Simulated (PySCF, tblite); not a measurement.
**C₂H₆BGaO: geometry, infrared bands, NMR shifts and spin-spin couplings**

Wanted: the infrared bands, NMR shifts and spin-spin couplings of C₂H₆BGaO (`C=CB[O][GaH2]`), by calculation.

Computed with tblite 0.8.0 and PySCF 2.14.0, with density-fitted response routines of our own, on a single molecule in the gas phase. Atoms are numbered from 0 throughout.

### Step 1. Starting geometry

11 atoms, charge 0, multiplicity 1; geometry from: force field or distance geometry start.

Bonds of the start (Å): C0–C1 1.32, C1–B2 1.58, B2–O3 1.45, O3–Ga4 1.74, C0–H5 1.07, C0–H6 1.09, C1–H7 1.08, B2–H8 1.18, Ga4–H9 1.54, Ga4–H10 1.52.

### Step 2. Geometry optimisation with GFN2-xTB

The job: settings as JSON, then the geometry in Å.

```
{"job": {"kind": "relax", "xc": "GFN2-xTB", "basis": "xTB"}, "charge": 0, "multiplicity": 1}
C     -1.316200     0.875600    -0.656000
C     -0.931700    -0.348100    -0.335900
B     -0.439600    -0.640900     1.135500
O      0.967300    -0.408400     1.391100
Ga     1.932300    -0.195400    -0.041000
H     -1.349100     1.708600     0.013200
H     -1.648200     1.040400    -1.678100
H     -0.912600    -1.172900    -1.028000
H     -1.190000    -0.477900     2.033500
H      2.138400    -1.458500    -0.889600
H      2.755000     1.080200     0.029500
```

The run is started by

```
$ OMP_NUM_THREADS=1 python probes_run.py task.json out
```

One launch serves the whole session: the jobs run in the order shown.

**Question.** This job is followed by: GFN2-xTB harmonic vibrations, gas phase; GIAO PBE0/pcSseg-1 NMR shielding, non-relativistic, gas phase; B3LYP/pcJ-1 Ga:pcSseg-1 indirect spin-spin coupling, non-relativistic, gas phase. What will the session give for the following? strongest single infrared mode (GFN2-xTB); zero-point energy (GFN2-xTB); ¹³C shifts against TMS (PBE0/pcSseg-1); ¹H shifts against TMS (PBE0/pcSseg-1, means over atoms taken as alike); ¹¹B shifts against BF3·OEt2 (PBE0/pcSseg-1); ¹⁷O shifts against H2O (PBE0/pcSseg-1); shieldings of Ga (PBE0/pcSseg-1); largest coupling of the table (B3LYP/pcSseg-1+pcJ-1).

As calculated:

| quantity | value |
| --- | --- |
| strongest single infrared mode (GFN2-xTB) | 1709 cm⁻¹, 558 km/mol |
| zero-point energy (GFN2-xTB) | 42.7 kcal/mol |
| ¹³C shifts against TMS (PBE0/pcSseg-1) | 147.0, 137.6 ppm |
| ¹H shifts against TMS (PBE0/pcSseg-1, means over atoms taken as alike) | 6.86, 6.32, 6.13, 5.73, 5.64 ppm |
| ¹¹B shifts against BF3·OEt2 (PBE0/pcSseg-1) | 39.1 ppm |
| ¹⁷O shifts against H2O (PBE0/pcSseg-1) | 244.2 ppm |
| shieldings of Ga (PBE0/pcSseg-1) | Ga4 1349.4 ppm |
| largest coupling of the table (B3LYP/pcSseg-1+pcJ-1) | ¹J(C,H) C0–H6, 167.9 Hz |

In words: Relaxing lowered the energy by 0.804 eV in 122 steps; the close pair that moved most is B2–O3, from 1.449 to 1.337 Å. All 27 modes are real, so the xTB geometry is a minimum. The strongest single mode, at 1709 cm⁻¹, moves mainly H10. GFN2-xTB is a fitted tight-binding method: band positions and strengths are rough. Its intensities can rank the bands wrongly. The most deshielded carbon is C1 (alkene CH), at 147.0 ppm: an sp2 carbon of a C=C bond. The most deshielded hydrogen is H7 (hydrogen on an alkene CH), at 6.86 ppm: attached to an sp2 carbon and in the plane of the double bond. At PBE0/pcSseg-1: Shielding is most anisotropic at Ga4 (span 422 ppm, paramagnetic term -1290 ppm). In the run at B3LYP/pcSseg-1+pcJ-1, the largest coupling of the table is C0–H6, 167.9 Hz, of which the Fermi-contact term gives 167.3 Hz. Couplings across rotatable bonds belong to this one conformer; where others are populated, the observed values are averages. Spin-orbit coupling is left out, which matters for shieldings and couplings at and beside the heavy atoms.
